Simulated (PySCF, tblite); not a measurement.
**C6H11F2Ga: geometry, infrared bands and NMR shifts**

Wanted: the infrared bands and NMR shifts of C6H11F2Ga (`CC(C)(C)/C(F)=[CH]\[GaH][F]`), by calculation.

Programs: tblite 0.8.0 and PySCF 2.14.0, with density-fitted response routines of our own. Each step states its level of theory. These are calculated values for one molecule in the gas phase, unless marked as measured. Atoms are numbered from 0 throughout.

### 1 The starting structure

20 atoms, charge 0, multiplicity 1; geometry from: force field or distance geometry start.

Bonds of the start (Å): C0–C1 1.51, C1–C2 1.47, C1–C3 1.51, C1–C4 1.47, C4–F5 1.38, C4–C6 1.34, C6–Ga7 1.83, Ga7–F8 1.81, C0–H9 1.11, C0–H10 1.11, C0–H11 1.10, C2–H12 1.14, C2–H13 1.09, C2–H14 1.13, C3–H15 1.12, C3–H16 1.10, C3–H17 1.11, C6–H18 1.11, Ga7–H19 1.66.

### 2 Optimising the geometry with GFN2-xTB

Job settings and geometry (Å):

```
{"job": {"kind": "relax", "xc": "GFN2-xTB", "basis": "xTB"}, "charge": 0, "multiplicity": 1}
C     -1.734100     0.797100     0.105000
C     -0.551700    -0.119800     0.341900
C     -0.391300    -0.922800    -0.882400
C     -0.914800    -1.056100     1.471500
C      0.531500     0.805000     0.710900
F      0.313900     1.598600     1.813700
C      1.680800     0.942400     0.037100
Ga     2.389300     0.133300    -1.439100
F      3.226200     1.338900    -2.506500
H     -2.394100     0.430900    -0.709600
H     -1.332200     1.765300    -0.265900
H     -2.302800     1.031500     1.016500
H     -1.383700    -1.475300    -1.000900
H      0.359200    -1.717100    -0.894700
H     -0.358800    -0.287300    -1.818900
H     -1.244200    -0.445100     2.353300
H     -1.685900    -1.761700     1.126700
H     -0.027400    -1.643900     1.802700
H      2.366200     1.701300     0.472100
H      3.448700    -1.104600    -1.736200
```

Run with:

```
$ OMP_NUM_THREADS=1 python probes_run.py task.json out
```

One launch serves the whole session: the jobs run in the order shown.

Standard output:

```text
step      E/eV     max force
  0    -792.46977    4.056
  1    -792.93099    2.282
  2    -793.03074    1.533
  3    -793.09696    0.713
  4    -793.15930    0.573
  5    -793.20034    0.691
  6    -793.25336    0.544
  7    -793.28555    0.375
  8    -793.30635    0.314
  9    -793.32098    0.429
 10    -793.33639    0.382
 11    -793.34945    0.221
 12    -793.36013    0.231
 13    -793.36852    0.248
 14    -793.37533    0.275
 15    -793.38167    0.283
 16    -793.38813    0.230
 17    -793.39537    0.334
 18    -793.40357    0.359
 19    -793.41194    0.261
 20    -793.42066    0.204
 21    -793.43077    0.285
 22    -793.44131    0.297
 23    -793.44997    0.233
 24    -793.45600    0.154
 25    -793.45987    0.135
 26    -793.46361    0.189
 27    -793.46802    0.162
 28    -793.47215    0.157
 29    -793.47574    0.154
 30    -793.47918    0.185
 31    -793.48276    0.201
 32    -793.48640    0.149
 33    -793.48983    0.123
 34    -793.49268    0.123
 35    -793.49465    0.109
 36    -793.49571    0.068
 37    -793.49630    0.051
 38    -793.49690    0.062
 39    -793.49772    0.094
 40    -793.49871    0.105
 41    -793.49977    0.108
 42    -793.50086    0.066
 43    -793.50230    0.115
 44    -793.50382    0.141
 45    -793.50589    0.113
 46    -793.50744    0.093
 47    -793.50859    0.091
 48    -793.50953    0.097
 49    -793.51048    0.084
 50    -793.51118    0.058
 51    -793.51162    0.044
 52    -793.51201    0.050
 53    -793.51254    0.069
 54    -793.51316    0.080
 55    -793.51365    0.099
 56    -793.51436    0.079
 57    -793.51508    0.061
 58    -793.51622    0.068
 59    -793.51689    0.082
 60    -793.51765    0.074
 61    -793.51814    0.057
 62    -793.51866    0.046
 63    -793.51909    0.045
 64    -793.51942    0.042
 65    -793.51972    0.040
 66    -793.52007    0.044
 67    -793.52050    0.045
 68    -793.52095    0.049
 69    -793.52143    0.055
 70    -793.52204    0.070
 71    -793.52293    0.094
 72    -793.52407    0.091
 73    -793.52516    0.078
 74    -793.52582    0.070
 75    -793.52651    0.088
 76    -793.52726    0.064
 77    -793.52845    0.106
 78    -793.52954    0.114
 79    -793.53103    0.095
 80    -793.53271    0.107
 81    -793.53490    0.124
 82    -793.53697    0.152
 83    -793.53939    0.191
 84    -793.54199    0.147
 85    -793.54470    0.080
 86    -793.54631    0.071
 87    -793.54699    0.089
 88    -793.54789    0.081
 89    -793.54952    0.066
 90    -793.55095    0.080
 91    -793.55193    0.069
 92    -793.55265    0.071
 93    -793.55351    0.066
 94    -793.55457    0.077
 95    -793.55553    0.094
 96    -793.55630    0.051
 97    -793.55673    0.044
 98    -793.55721    0.046
 99    -793.55774    0.055
100    -793.55825    0.058
101    -793.55861    0.047
102    -793.55888    0.035
103    -793.55913    0.036
104    -793.55935    0.039
105    -793.55952    0.033
106    -793.55966    0.025
107    -793.55984    0.033
108    -793.56007    0.036
109    -793.56030    0.036
110    -793.56048    0.037
111    -793.56065    0.033
112    -793.56086    0.030
113    -793.56115    0.047
114    -793.56148    0.038
115    -793.56174    0.036
116    -793.56192    0.033
117    -793.56208    0.028
118    -793.56221    0.021
119    -793.56229    0.018
120    -793.56235    0.014
121    -793.56239    0.012
122    -793.56244    0.015
123    -793.56247    0.018
124    -793.56255    0.019
125    -793.56264    0.018
126    -793.56278    0.020
127    -793.56292    0.022
128    -793.56304    0.026
129    -793.56317    0.029
130    -793.56333    0.024
131    -793.56345    0.017
132    -793.56351    0.010
133    -793.56353    0.010
```

It took 3.1 s on 1 thread of Intel Xeon at 2.50GHz, shared host; peak memory 0.18 GiB.

Step by step: (not every step is listed)

| step | energy from step 0 (eV) | largest force (eV/Å) |
| --- | --- | --- |
| 0 | 0.0000 | 4.0561 |
| 1 | -0.4612 | 2.2824 |
| 2 | -0.5610 | 1.5334 |
| 3 | -0.6272 | 0.7135 |
| 4 | -0.6895 | 0.5726 |
| 5 | -0.7306 | 0.6913 |
| 6 | -0.7836 | 0.5440 |
| 7 | -0.8158 | 0.3745 |
| 8 | -0.8366 | 0.3145 |
| 20 | -0.9509 | 0.2041 |
| 32 | -1.0166 | 0.1493 |
| 44 | -1.0340 | 0.1412 |
| 56 | -1.0446 | 0.0787 |
| 68 | -1.0512 | 0.0487 |
| 80 | -1.0629 | 0.1068 |
| 92 | -1.0829 | 0.0706 |
| 104 | -1.0896 | 0.0385 |
| 116 | -1.0921 | 0.0333 |
| 128 | -1.0933 | 0.0262 |
| 129 | -1.0934 | 0.0291 |
| 130 | -1.0936 | 0.0237 |
| 131 | -1.0937 | 0.0174 |
| 132 | -1.0937 | 0.0099 |
| 133 | -1.0938 | 0.0099 |

Close pairs (by a distance rule), those that changed most:

| bond | before (Å) | after (Å) | change (Å) |
| --- | --- | --- | --- |
| C6–Ga7 | 1.826 | 1.993 | +0.166 |
| Ga7–H19 | 1.656 | 1.544 | -0.112 |
| Ga7–F8 | 1.815 | 1.749 | -0.066 |
| C2–H12 | 1.142 | 1.087 | -0.055 |
| C1–C2 | 1.473 | 1.523 | +0.050 |
| C2–H14 | 1.132 | 1.094 | -0.038 |
| C1–C4 | 1.471 | 1.507 | +0.035 |
| C3–H15 | 1.122 | 1.087 | -0.035 |

The end geometry stands in the next job.

### 3 Harmonic vibrations with GFN2-xTB

Job settings and geometry (Å):

```
{"job": {"kind": "ir", "xc": "GFN2-xTB", "basis": "xTB"}, "charge": 0, "multiplicity": 1}
C     -1.844233     0.767093     0.033220
C     -0.621564    -0.111928     0.335546
C     -0.284042    -0.965401    -0.880118
C     -0.917895    -1.020568     1.536823
C      0.521453     0.802535     0.692678
F      0.249219     1.519489     1.817375
C      1.688165     1.019323     0.100103
Ga     2.533808     0.275513    -1.543897
F      4.065574     1.070146    -1.826872
H     -2.701362     0.144635    -0.211619
H     -1.635950     1.423329    -0.810190
H     -2.096470     1.380898     0.894594
H     -1.106309    -1.645243    -1.090408
H      0.617516    -1.557813    -0.697502
H     -0.121171    -0.337627    -1.760970
H     -1.131532    -0.430732     2.424626
H     -1.781088    -1.646306     1.323693
H     -0.064104    -1.662761     1.743851
H      2.340583     1.760950     0.564098
H      2.284254    -0.774854    -2.648065
```

Standard output:

```text
mode    cm-1     km/mol
  1      31.5      2.72
  2      53.6      2.26
  3     116.2     12.79
  4     134.5      5.66
  5     153.4      0.25
  6     188.5      0.10
  7     228.3      2.32
  8     238.0      0.30
  9     249.2      0.91
 10     295.6     14.96
 11     324.4     33.87
 12     345.2     25.01
 13     351.0      9.95
 14     388.6      3.97
 15     395.6     11.59
 16     469.2    126.57
 17     503.7      0.95
 18     588.2     90.71
 19     605.4     18.96
 20     608.7      4.36
 21     764.9     11.82
 22     805.2     46.04
 23     896.9     14.55
 24     961.0      1.57
 25     970.4      0.76
 26     970.9      1.82
 27    1022.6     61.29
 28    1037.3      2.70
 29    1043.6    116.58
 30    1164.9      1.37
 31    1223.5      9.12
 32    1236.4     11.46
 33    1286.5     12.00
 34    1387.1      3.61
 35    1403.7      7.69
 36    1423.2      1.14
 37    1457.4      4.61
 38    1471.0      2.78
 39    1487.6      0.06
 40    1492.3      5.43
 41    1498.5      6.39
 42    1503.7      8.58
 43    1653.8    140.42
 44    1700.9    513.15
 45    2938.8     10.24
 46    2944.9     30.00
 47    2949.3     50.23
 48    3025.5     32.31
 49    3032.2     21.52
 50    3036.8      0.66
 51    3038.7      5.70
 52    3043.7     73.11
 53    3046.7      8.43
 54    3051.6     25.31
```

It took 2.4 s on 1 thread of Intel Xeon at 2.50GHz, shared host; peak memory 0.18 GiB.

The strongest bands and the atoms that carry them (share of the mass-weighted mode):

| cm⁻¹ | km/mol | atoms |
| --- | --- | --- |
| 469 | 126.6 | F8 76 %, Ga7 22 % |
| 588 | 90.7 | H19 87 % |
| 1023 | 61.3 | C4 15 %, H10 12 %, H17 11 % |
| 1044 | 116.6 | C4 27 %, H18 14 %, F5 14 % |
| 1654 | 140.4 | C4 55 %, C6 38 % |
| 1701 | 513.1 | H19 93 % |
| 2949 | 50.2 | H14 57 %, H13 38 % |
| 3044 | 73.1 | H16 38 %, H9 26 %, H12 24 % |

### 4 Nuclear shieldings: PBE0/pcSseg-1

Same as in step 3 but for these lines:

```diff
@@ -1,2 +1,2 @@
-{"job": {"kind": "ir", "xc": "GFN2-xTB", "basis": "xTB"}, "charge": 0, "multiplicity": 1}
+{"job": {"kind": "nmr", "xc": "PBE0", "basis": "pcSseg-1"}, "charge": 0, "multiplicity": 1}
 C     -1.844233     0.767093     0.033220
```

With the program's defaults for keys left out, this is: GIAO PBE0/pcSseg-1 NMR shielding, non-relativistic, gas phase.

Standard output:

```text
coarse grid: 76288 points
cycle   1  E = -2358.6474763352  dE =  3.004e-01  |g| = 1.274e+00  |ddm| = 4.065e+00
cycle   2  E = -2358.3047732224  dE =  3.427e-01  |g| = 1.963e+00  |ddm| = 1.911e+00
cycle   3  E = -2358.8332374353  dE = -5.285e-01  |g| = 3.195e-01  |ddm| = 1.365e+00
cycle   4  E = -2358.8489006750  dE = -1.566e-02  |g| = 7.745e-02  |ddm| = 2.579e-01
cycle   5  E = -2358.8496489422  dE = -7.483e-04  |g| = 1.443e-02  |ddm| = 5.392e-02
cycle   6  E = -2358.8496846589  dE = -3.572e-05  |g| = 7.410e-03  |ddm| = 1.748e-02
cycle   7  E = -2358.8496972049  dE = -1.255e-05  |g| = 2.145e-03  |ddm| = 7.410e-03
cycle   8  E = -2358.8496981846  dE = -9.797e-07  |g| = 5.121e-04  |ddm| = 2.052e-03
final grid: 162840 points
cycle   9  E = -2358.8497001342  dE = -2.772e-07  |g| = 7.597e-04  |ddm| = 5.070e-03
cycle  10  E = -2358.8496999616  dE =  1.726e-07  |g| = 1.164e-03  |ddm| = 1.631e-03
cycle  11  E = -2358.8497002601  dE = -2.986e-07  |g| = 1.392e-04  |ddm| = 1.002e-03
cycle  12  E = -2358.8497002649  dE = -4.754e-09  |g| = 1.616e-05  |ddm| = 1.309e-04
cycle  13  E = -2358.8497002649  dE = -5.275e-11  |g| = 7.617e-06  |ddm| = 2.607e-05
converged SCF energy = -2358.8497002649

GIAO shielding tensors (ppm)
atom      isotropic    diamagn.    paramagn.     s11        s22        s33       span
  0 C      156.936     247.551     -90.615    137.944    145.621    187.244     49.300
  1 C      145.683     244.528     -98.845    138.631    141.569    156.849     18.218
  2 C      149.130     250.351    -101.220    134.111    142.805    170.475     36.365
  3 C      158.536     247.316     -88.780    143.184    145.123    187.301     44.116
  4 C       -9.035     253.964    -263.000   -138.150     52.229     58.815    196.964
  5 F      233.791     478.528    -244.737    115.665    251.132    334.576    218.911
  6 C       80.420     263.391    -182.970      5.498     77.937    157.825    152.327
  7 Ga    1391.790    2638.136   -1246.347   1209.609   1278.633   1687.127    477.518
  8 F      279.372     473.878    -194.507    119.775    307.475    410.865    291.090
  9 H       30.671      31.013      -0.342     27.066     28.101     36.848      9.782
 10 H       30.737      30.776      -0.039     26.630     28.804     36.777     10.148
 11 H       29.883      30.833      -0.950     25.642     28.424     35.583      9.940
 12 H       30.194      31.891      -1.697     26.308     28.772     35.503      9.195
 13 H       30.313      32.793      -2.481     26.287     29.802     34.848      8.561
 14 H       30.273      32.899      -2.626     26.138     29.691     34.989      8.850
 15 H       29.877      30.784      -0.907     25.414     28.589     35.628     10.214
 16 H       30.759      30.942      -0.183     27.081     28.292     36.902      9.821
 17 H       30.710      30.625       0.085     26.619     28.525     36.986     10.367
 18 H       26.052      30.456      -4.404     22.437     26.675     29.045      6.608
 19 H       25.653      27.109      -1.456     18.605     22.198     36.156     17.550
```

It took 2.7 min on 1 thread of Intel Xeon at 2.50GHz, shared host; peak memory 1 GiB.

Shifts follow as δ = σ(reference) − σ, with reference shieldings (ppm) from runs at the same level and on the same kind of geometry: ¹H TMS 31.72, ¹³C TMS 186.9, ¹⁹F CFCl3 170.9. The references are single molecules in the gas phase, so shifts against H2O, NH3, PH3, H3PO4 or CFCl3 are not on the usual liquid scales and can be off by tens of ppm. Atoms listed in one row are averaged.

| atoms | environment | σ (ppm) | δ (ppm) |
| --- | --- | --- | --- |
| C4 | fully substituted alkene carbon | -9.0 | 196.0 |
| C6 | alkene CH | 80.4 | 106.5 |
| C1 | allylic quaternary sp3 carbon | 145.7 | 41.2 |
| C0, C2, C3 | methyl carbon | 154.9 | 32.1 |
| H19 | hydrogen on a Ga bonded to C, F | 25.65 | 6.06 |
| H18 | hydrogen on an alkene CH | 26.05 | 5.66 |
| H9, H10, H11, H12, H13 and 4 more | hydrogen on a methyl carbon | 30.38 | 1.34 |
| F5 | vinylic fluorine | 233.8 | -62.8 |
| F8 | fluorine bonded to Ga | 279.4 | -108.4 |
| Ga7 | Ga bonded to C, F, H | 1392 | – |

Charges from the same density, by scheme (e):

| atoms | Mulliken | IAO | Hirshfeld | ESP fit |
| --- | --- | --- | --- | --- |
| C0, C2, C3 | -0.15 | -0.41 | -0.12 | -0.50 |
| C1 | -0.68 | 0.03 | 0.02 | 0.51 |
| C4 | 0.47 | 0.32 | 0.11 | 0.22 |
| F5 | -0.29 | -0.28 | -0.07 | -0.18 |
| C6 | -0.59 | -0.51 | -0.21 | -0.68 |
| Ga7 | 0.85 | 0.89 | 0.53 | 0.96 |
| F8 | -0.51 | -0.54 | -0.32 | -0.48 |

Mayer bond orders: C0–C1 1.00, C1–C2 1.03, C1–C3 1.00, C1–C4 0.92, C4–F5 0.91, C4–C6 1.83, C6–Ga7 0.80, Ga7–F8 0.83.

The fields below are evaluated on a grid from the run's orbitals.

Frontier orbitals at PBE0/pcSseg-1, with the share of their density that lies nearest to each atom:

| orbital | energy (eV) | lies on |
| --- | --- | --- |
| HOMO | -7.78 | C6 44 %; C4 26 %; F5 11 % |
| LUMO | -1.56 | Ga7 41 %; C4 16 %; H19 10 % |

ELF in a plane through or near 10 of the atoms.

Ten even steps from ' ' (0.00) to '@' (1.00):
```
                                                        
                                                        
                                                        
                  ++++    ==++--..                      
                ++@@@@--  ##%%##--                      
                ##@@@@##  ##**%%**..                    
        ..::..  --@@@@##--++####==                      
      ::**##++  ..**..::%%##--..                        
      ++%%--##....##**==##==@@++::                      
      ++%%++##::++..%%++::**%%..**::                    
      --****::**--==--..  ++##::++::                    
        ::....::++....  --**@@##::                      
            ##@@@@##  ..**--..**                        
          ++@@@@@@@@  ..++==%%@@%%                      
          ++@@@@@@@@    ..++@@@@@@--                    
            ##@@@@++      ::%%@@@@::                    
              ::--          --##::                      
                                                        
                                                        
                                                        
```
The map spans 14.3 Å across and 9.9 Å up, centred on the molecule. Atoms in the plane (x, y in Å): C1 (0.7, 0.0), C2 (0.0, -1.3), C4 (-0.2, 1.2), F5 (0.4, 2.3), C6 (-1.6, 1.2), Ga7 (-3.0, -0.2), F8 (-4.6, 0.5), H12 (0.7, -2.2), H18 (-2.0, 2.2), H19 (-3.1, -1.8).

On the surface of density 0.002 e/bohr³ the electrostatic potential runs, from the 1st to the 99th percentile, from -1.70 V near F8 to 2.43 V near Ga7.

### 5 Results

| quantity | value |
| --- | --- |
| strongest single infrared mode (GFN2-xTB) | 1701 cm⁻¹, 513 km/mol |
| zero-point energy (GFN2-xTB) | 94.7 kcal/mol |
| ¹³C shifts against TMS (PBE0/pcSseg-1, means over atoms taken as alike) | 196.0, 106.5, 41.2, 32.1 ppm |
| ¹H shifts against TMS (PBE0/pcSseg-1, means over atoms taken as alike) | 6.06, 5.66, 1.34 ppm |
| ¹⁹F shifts against CFCl3 (PBE0/pcSseg-1) | -62.8, -108.4 ppm |
| shieldings of Ga (PBE0/pcSseg-1) | Ga7 1391.8 ppm |
| surface potential, 1st and 99th percentile | -1.70 V and 2.43 V |

Relaxing lowered the energy by 1.094 eV in 133 steps; the close pair that moved most is C6–Ga7, from 1.826 to 1.993 Å. All 54 modes are real, so the xTB geometry is a minimum. The strongest single mode, at 1701 cm⁻¹, moves mainly H19. Unscaled tight-binding wavenumbers are off by several per cent, some by more. Its intensities can rank the bands wrongly. At PBE0/pcSseg-1: Shielding is most anisotropic at Ga7 (span 478 ppm, paramagnetic term -1246 ppm). At PBE0/pcSseg-1, counted by nearest atom on the grid, the HOMO lies on C6 44 %; C4 26 %, the LUMO on Ga7 41 %; C4 16 %. Spin-orbit coupling is left out, which matters for shieldings and couplings at and beside the heavy atoms.
